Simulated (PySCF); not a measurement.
Molecule: MgClH, in a box.

```xyz
3
Lattice="13.0000 0.0000 0.0000 0.0000 10.0000 0.0000 0.0000 0.0000 11.0000" Properties=species:S:1:pos:R:3 pbc="T T T"
Mg    6.3309    5.0082    5.4500
Cl    8.2482    4.7282    6.4077
H     4.8426    5.2483    4.6409
```

The cell isn't the ideal one: atoms moved at random, drawn with an rms of 0.05 Å.

Base run:

| Quantity | Value |
| --- | --- |
| Program | PySCF 2.14.0 |
| Functional | PBE50 |
| Potentials or basis | cc-pvdz (all-electron) |
| k mesh | 1 × 1 × 1 |
| Occupations | fixed |
| Spin | no spin polarisation |

Its results: gap between the frontier levels 9.23 eV.

Q: The run is repeated on the same cell with these changes: functional from PBE50 to SCAN0. What comes out?

A: Gap between the frontier levels 7.72 eV.

Caveats: this is a molecule in a periodic box at the Γ point, so its band gap is the HOMO-LUMO gap; the basis of atomic orbitals isn't converged, which shifts pressures, moduli and gaps.

